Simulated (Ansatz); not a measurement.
This script makes an equation of state with a fit of HfIN, space group R-3m with the Python package of Ansatz (0.2.0).

The script, `run_eos.py`:
```python
'''Energy against volume for HfIN, with a fit.'''

from dataclasses import dataclass

import ansatz as az
import numpy as np


@dataclass(frozen=True)
class Settings:
    occupations: str = 'Fixed'
    kmesh: tuple[int, ...] = (6, 6, 6)


opts = Settings()

VECTORS = np.array([
    [1.846381, 1.066008, 10.778648],
    [-1.846381, 1.066008, 10.778648],
    [0.0, -2.132017, 10.778648],
])
SITES = [
    ('Hf', [0.794402, 0.794402, 0.794402]),
    ('Hf', [0.205598, 0.205598, 0.205598]),
    ('I', [0.393047, 0.393047, 0.393047]),
    ('I', [0.606953, 0.606953, 0.606953]),
    ('N', [0.139944, 0.139944, 0.139944]),
    ('N', [0.860056, 0.860056, 0.860056]),
]


def on_lattice(cell):
    crystal = az.Crystal(lattice=az.Lattice.of(cell))
    for symbol, position in SITES:
        crystal = crystal.atom(symbol, position)
    return crystal

# scale the volume, keep shape and fractions
volumes, energies = [], []
for scale in np.linspace(0.88, 1.12, 7):
    cell = VECTORS * scale ** (1 / 3)
    calculation = (
        on_lattice(cell).calculation()
        .functional(az.Functional.LDA)
        .basis(34 * az.Ry)
        .occupations(opts.occupations)
        .kpoints(*opts.kmesh)
    )
    summary = calculation.run().report
    volumes.append(abs(np.linalg.det(cell)) / len(SITES))
    energies.append(summary['free_energy_ev'] / len(SITES))
    print(f'V = {volumes[-1]:8.4f} A^3/atom  F = {energies[-1]:.5f} eV/atom')

# third-order Birch-Murnaghan: a cubic in V^(-2/3)
x = np.array(volumes) ** (-2 / 3)
poly = np.polynomial.Polynomial.fit(x, energies, 3).convert()
roots = poly.deriv().roots()
x0 = min((r.real for r in roots if abs(r.imag) < 1e-9 and poly.deriv(2)(r.real) > 0), key=lambda r: abs(r - x.mean()))
v0 = x0 ** -1.5
b0 = 4 / 9 * poly.deriv(2)(x0) * v0 ** (-7 / 3) * 160.21766
b1 = 4 + 2 / 3 * x0 * poly.deriv(3)(x0) / poly.deriv(2)(x0)
print(f'V0 = {v0:.4f} A^3/atom, B0 = {b0:.1f} GPa, dB/dP = {b1:.2f}')
```

From its runs, with one value withheld:

| V (Å³/atom) | F less the lowest row shown (meV/atom) |
| --- | --- |
| 18.669 | 62.43 |
| 19.518 | 14.31 |
| 20.367 | 0.00 |
| 21.215 | 12.96 |
| 22.064 | 47.92 |
| 22.912 | ? |
| 23.761 | 167.58 |

What is the missing energy at 22.912 Å³ an atom?

A third-order Birch-Murnaghan fit, E = E0 + (9 V0 B0 / 16) [(t - 1)³ B' + (t - 1)² (6 - 4t)] with t = (V0/V)^(2/3), through the 6 rows shown gives V0 = 20.357 Å³, B0 = 123.2 GPa, B' = 4.17 and E0 = 0.01 meV. At V = 22.912 Å³, t = 0.92419, and the fit interpolates to 100.59 meV. The run gave 100.62 meV, a miss of 0.03 meV.

Caveats:
- Spin is left out of this run.
- Shape and fractional positions are held along the curve, so the bulk modulus is an upper value where they are free to relax.
- For a gap this small the mesh is coarse, and bands can meet between its points.
- Spin-orbit coupling, which matters for elements this heavy, is left out.
- The structure comes from a database of computed cells and needn't be a stable or known phase.
- It ran for 93 s on 1 thread of Arm Neoverse V2, on a shared host, peak memory 0.58 GiB.
